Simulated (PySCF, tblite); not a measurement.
**CH₆F₂NSi₂ radical: geometry, infrared bands and EPR parameters**

What infrared bands and EPR parameters should CH₆F₂NSi₂ radical (`F[C](F)N([SiH3])[SiH3]`) show?

Computed with tblite 0.8.0 and PySCF 2.14.0, with density-fitted response routines of our own, on a single molecule in the gas phase. Atoms count from 0, in the outputs and in this text.

## 1. The starting structure

12 atoms, charge 0, multiplicity 2; geometry from: force field or distance geometry start.

Bonds of the start (Å): F0–C1 1.34, C1–F2 1.36, C1–N3 1.46, N3–Si4 1.69, N3–Si5 1.69, Si4–H6 1.49, Si4–H7 1.48, Si4–H8 1.49, Si5–H9 1.48, Si5–H10 1.48, Si5–H11 1.48.

## 2. Geometry optimisation with GFN2-xTB

What the job is given:

```
{"job": {"kind": "relax", "xc": "GFN2-xTB", "basis": "xTB"}, "charge": 0, "multiplicity": 2}
F     -2.075400    -1.644600    -0.460500
C     -0.753300    -1.467800    -0.573000
F      0.020700    -2.522700    -0.947500
N     -0.145400    -0.158000    -0.329900
Si     1.520900     0.048100    -0.104000
Si    -0.965900     1.088600     0.468200
H      2.241800    -0.882500    -1.010400
H      1.894800    -0.247200     1.297800
H      1.945300     1.423900    -0.470600
H     -2.392900     1.051500     0.083400
H     -0.863000     0.896900     1.936400
H     -0.426300     2.413100     0.084100
```

Launch:

```
$ OMP_NUM_THREADS=1 python probes_run.py task.json out
```

The driver reads the jobs from task.json and runs them one after another.

**Question.** This job is followed by: GFN2-xTB harmonic vibrations, gas phase; UKS B3LYP, pcH-1 on C F H N Si, non-relativistic, mean-field spin-orbit, GIAO. Predict these results of the whole session: strongest single infrared mode (GFN2-xTB); zero-point energy (GFN2-xTB); g(iso) (B3LYP); ⟨S²⟩; largest a(iso) (averaged by class); potential on the surface of density 0.002 e/bohr³, 1st and 99th percentile.

As calculated:

| quantity | value |
| --- | --- |
| strongest single infrared mode (GFN2-xTB) | 784 cm⁻¹, 724 km/mol |
| zero-point energy (GFN2-xTB) | 39.8 kcal/mol |
| g(iso) (B3LYP) | 2.00334 |
| ⟨S²⟩ | 0.752 (exact 0.75) |
| largest a(iso) (averaged by class) | 13C on C1, 539.0 MHz |
| potential on the surface of density 0.002 e/bohr³, 1st and 99th percentile | -0.81 V and 1.69 V |

What this shows: Relaxing lowered the energy by 0.944 eV in 62 steps; the close pair that moved most is C1–N3, from 1.464 to 1.353 Å. The frame itself reshapes: Si4···Si5 goes from 2.76 to 3.18 Å. All 30 modes are real, so the xTB geometry is a minimum. The strongest single mode, at 784 cm⁻¹, has its largest shares on H9, H6, H7 and H10 (the list is cut at 4 atoms). Unscaled tight-binding wavenumbers are off by several per cent, some by more. Its intensities can rank the bands wrongly. C1 carries the largest spin population, 0.76 e. The isotropic g lies 1.0 ppt above the free-electron value. The conformer search found further structures of the same energy, which may be mirror or relabelled copies of this one.
